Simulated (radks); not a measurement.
# Spin polarisation of the 4f shell in Tb²⁺

An exercise on one series of results from a longer session: the logs are not shown, and one member is left open.

The numbers are computed with radks (a radial shooting solver on a logarithmic mesh, Libxc functionals) version 1 (non-relativistic Kohn-Sham, BLYP, spin-polarised, spherical densities, point nucleus), except any that are marked as measured or tabulated.

## The system

```
element       : terbium (Z = 65)
charge        : +2
electrons     : 63
configuration : [Xe] 4f(up 4.5, down 4.5)
```

A shell typed twice in an input gives spin up, then spin down.

The first run:

Settings of this run:

```text
Z 65
configuration [Xe] 4f4.5 4f4.5
relativity non-relativistic
functional b88,lyp
spin polarised
nucleus point
```

Among the steps run: No moment.

One table of the session follows, with a row left open; its other results are not shown here.

It belongs to the step «No moment». From the orbitals of this run (lengths in bohr):

```
level     <r>  outermost maximum (interpolated)  90 % within  nodes
   3p  0.2455                             0.223        0.366      1
   3d  0.2176                             0.178        0.338      0
   4s  0.5772                             0.537        0.828      3
   4p  0.5906                             0.542        0.858      2
   4d  0.6250                             0.548        0.939      1
   5s       ?                                 ?            ?      ?
   5p   1.609                              1.39         2.37      3
   4f  0.8488                             0.545         1.47      0
```

**Question.** Estimate the row for 5s.

The run gave: <r>: 1.423; outermost maximum (interpolated): 1.27; 90 % within: 2.05; nodes: 4. In the column «<r>» it lies between 4f (0.8488) and 5p (1.609).
